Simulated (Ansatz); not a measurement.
**C4H10BNO: small, medium and large basis sets**

The task here is to estimate one member of a computed series from the others.

Computed with Ansatz 0.2.0, Gaussian basis. Level: one geometry, several basis sets.

The runs, in order: PBE0-D4/def2-SVP; ωB97M-V/def2-SVP; PBE0-D4/def2-QZVPP; ωB97M-V/def2-QZVPP; the functionals' def2-TZVPP values are taken from earlier runs.

1 further run of the same task is left out (it didn't finish). Runs told in other sessions of the task aren't counted.

### Structure used throughout

All runs share one geometry, relaxed beforehand with PBE0-D4 in a triple-zeta def2 set.

17 atoms, charge 0, spin multiplicity 1.

Atoms are counted from 1 here; the program's logs count them from 0.

Bond lengths: C1–C2 1.448 Å, C1–H8 1.092 Å, C1–H9 1.091 Å, C1–H10 1.091 Å, C2–N3 1.150 Å, B4–C5 1.569 Å, B4–C6 1.570 Å, B4–O7 1.370 Å, C5–H11 1.096 Å, C5–H12 1.094 Å, C5–H13 1.092 Å, C6–H14 1.093 Å, C6–H15 1.097 Å, C6–H16 1.094 Å, O7–H17 0.961 Å. Angles: C2–C1–H8 108.9°, C2–C1–H9 110.2°, C2–C1–H10 110.0°, H8–C1–H9 109.6°, H8–C1–H10 109.2°, H9–C1–H10 108.9°, C1–C2–N3 179.0°, C5–B4–C6 122.4°, C5–B4–O7 116.8°, C6–B4–O7 120.9°, B4–C5–H11 109.8°, B4–C5–H12 110.7°, B4–C5–H13 113.6°, H11–C5–H12 105.8°, H11–C5–H13 107.7°, H12–C5–H13 109.0°, B4–C6–H14 112.5°, B4–C6–H15 107.6° and more.

Coordinates:

```
C     2.3229    0.9493    0.8929
C     1.0532    1.6355    1.0081
N     0.0357    2.1632    1.0950
B    -0.7694   -0.8310   -0.2914
C    -0.1035   -0.4472   -1.6596
C    -2.2654   -0.4877    0.0410
O     0.0243   -1.4725    0.6226
H     2.1405   -0.1255    0.8372
H     2.9494    1.1690    1.7586
H     2.8418    1.2726   -0.0107
H    -0.5764   -1.0096   -2.4728
H    -0.2737    0.6090   -1.8901
H     0.9690   -0.6497   -1.6956
H    -2.9210   -0.5900   -0.8274
H    -2.3059    0.5677    0.3372
H    -2.6901   -1.0714    0.8636
H    -0.4504   -1.6819    1.4314
```

The first run:

Contents of in.yaml:

```yaml
crystal:
  periodic: [false, false, false]
  atoms:
    - {symbol: C, position_ang: [2.322932, 0.949280, 0.892924]}
    - {symbol: C, position_ang: [1.053182, 1.635528, 1.008099]}
    - {symbol: N, position_ang: [0.035653, 2.163201, 1.095035]}
    - {symbol: B, position_ang: [-0.769355, -0.830999, -0.291396]}
    - {symbol: C, position_ang: [-0.103518, -0.447212, -1.659618]}
    - {symbol: C, position_ang: [-2.265405, -0.487738, 0.040973]}
    - {symbol: O, position_ang: [0.024295, -1.472473, 0.622598]}
    - {symbol: H, position_ang: [2.140486, -0.125530, 0.837222]}
    - {symbol: H, position_ang: [2.949356, 1.169042, 1.758648]}
    - {symbol: H, position_ang: [2.841813, 1.272619, -0.010652]}
    - {symbol: H, position_ang: [-0.576417, -1.009637, -2.472820]}
    - {symbol: H, position_ang: [-0.273662, 0.608982, -1.890090]}
    - {symbol: H, position_ang: [0.968994, -0.649746, -1.695570]}
    - {symbol: H, position_ang: [-2.921032, -0.590018, -0.827415]}
    - {symbol: H, position_ang: [-2.305910, 0.567690, 0.337197]}
    - {symbol: H, position_ang: [-2.690094, -1.071352, 0.863617]}
    - {symbol: H, position_ang: [-0.450417, -1.681936, 1.431449]}
basis:
  gaussian: {orbitals: def2-SVP}
hamiltonian: {xc: pbe0, dispersion: d4}
output: {orbitals: {seedname: orbitals}}
```

Command:

```bash
$ ansatz run in.yaml --threads 4 --pin off --events-out ev --progress --plain --max-ram 11315MiB
```

Steps of the session up to this table: PBE0-D4 in def2-SVP; ωB97M-V in def2-SVP; PBE0-D4 in def2-QZVPP; ωB97M-V in def2-QZVPP.

One of the session's tables, all rows but one given; the rest of the session is left out.

It belongs to the step «Functionals by basis». 

| functional | basis | HOMO (eV) | LUMO (eV) |
| --- | --- | --- | --- |
| PBE0-D4 | def2-SVP | ? | ? |
| PBE0-D4 | def2-TZVPP | -8.40 | 0.59 |
| PBE0-D4 | def2-QZVPP | -8.42 | 0.23 |
| ωB97M-V | def2-SVP | -10.63 | 2.92 |
| ωB97M-V | def2-TZVPP | -10.74 | 1.97 |
| ωB97M-V | def2-QZVPP | -10.75 | 1.31 |

Estimate the missing values for PBE0-D4, def2-SVP.

**Answer.** HOMO (eV): -8.30; LUMO (eV): 0.89. In the column «HOMO (eV)» it is the highest.
